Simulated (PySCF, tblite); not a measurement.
# C₃H₁₀O₃Si₃: geometry, infrared bands and NMR shifts

Aim: predict the infrared bands and NMR shifts of C₃H₁₀O₃Si₃ (`C#C[SiH2]O[Si@H](OC)O[SiH3]`).

Computed with tblite 0.8.0 and PySCF 2.14.0, with density-fitted response routines of our own, on a single molecule in the gas phase. Atoms are numbered from 0 throughout.

## (1) The molecule as given

19 atoms, charge 0, multiplicity 1; geometry from: force field or distance geometry start.

Bonds of the start (Å): C0–C1 1.22, C1–Si2 1.80, Si2–O3 1.70, O3–Si4 1.73, Si4–O5 1.72, O5–C6 1.40, Si4–O7 1.69, O7–Si8 1.70, C0–H9 1.05, Si2–H10 1.47, Si2–H11 1.48, Si4–H12 1.49, C6–H13 1.13, C6–H14 1.12, C6–H15 1.10, Si8–H16 1.48, Si8–H17 1.46, Si8–H18 1.49.

## (2) Optimising the geometry with GFN2-xTB

What the job is given:

```
{"job": {"kind": "relax", "xc": "GFN2-xTB", "basis": "xTB"}, "charge": 0, "multiplicity": 1}
C      4.980600    -0.640900     0.145600
C      3.850100    -0.357300    -0.222600
Si     2.188100     0.078000    -0.753600
O      1.051200    -0.654900     0.277200
Si    -0.521400    -0.186500    -0.264600
O     -1.255900     0.950900     0.788900
C     -1.547600     2.115300     0.063200
O     -1.502400    -1.507400    -0.631600
Si    -2.703300    -1.825900     0.522700
H      5.947700    -0.871700     0.478600
H      1.942600    -0.434400    -2.110300
H      1.987200     1.538000    -0.657000
H     -0.329000     0.551700    -1.543900
H     -0.608600     2.549300    -0.391600
H     -2.140600     1.782100    -0.829300
H     -2.056800     2.879900     0.667900
H     -3.621800    -0.689300     0.725100
H     -2.143700    -2.334200     1.771000
H     -3.526200    -2.933500    -0.028100
```

Command:

```bash
> OMP_NUM_THREADS=1 python probes_run.py task.json out
```

This one command runs all jobs of the session in turn.

**Question.** This job is followed by: GFN2-xTB harmonic vibrations, gas phase; GIAO PBE0/pcSseg-1 NMR shielding, non-relativistic, gas phase. What will the session give for the following? strongest single infrared mode (GFN2-xTB); zero-point energy (GFN2-xTB); ¹³C shifts against TMS (PBE0/pcSseg-1); ¹H shifts against TMS (PBE0/pcSseg-1, means over atoms taken as alike); ²⁹Si shifts against TMS (PBE0/pcSseg-1); ¹⁷O shifts against H2O (PBE0/pcSseg-1); surface potential, 1st and 99th percentile.

As calculated:

| quantity | value |
| --- | --- |
| strongest single infrared mode (GFN2-xTB) | 1112 cm⁻¹, 748 km/mol |
| zero-point energy (GFN2-xTB) | 74.3 kcal/mol |
| ¹³C shifts against TMS (PBE0/pcSseg-1) | 104.4, 90.9, 51.1 ppm |
| ¹H shifts against TMS (PBE0/pcSseg-1, means over atoms taken as alike) | 5.28, 5.25, 5.13, 4.27, 3.90, 2.07 ppm |
| ²⁹Si shifts against TMS (PBE0/pcSseg-1) | -44.2, -57.7, -72.9 ppm |
| ¹⁷O shifts against H2O (PBE0/pcSseg-1) | 66.5, 45.9, 34.8 ppm |
| surface potential, 1st and 99th percentile | -1.40 V and 1.53 V |

The optimisation took 260 steps and gained 1.837 eV; among the close pairs (by a distance rule), O3–Si4 changed most, from 1.728 to 1.605 Å. The lowest mode is slightly imaginary (7i cm⁻¹), a soft motion within the noise of the Hessian, so the minimum is not strictly shown. The strongest single mode, at 1112 cm⁻¹, is spread over many atoms; the largest shares are those of O3, O7. Unscaled tight-binding wavenumbers are off by several per cent, some by more. Its intensities can rank the bands wrongly. At PBE0/pcSseg-1: The widest tensor belongs to C1: span 288 ppm, with a paramagnetic part of -167 ppm. By nearest atom (PBE0/pcSseg-1), the HOMO sits on C0, C1 about 34 % each; H10, H11 about 9 % each and the LUMO on C0, C1 about 23 % each; Si2 15 %.
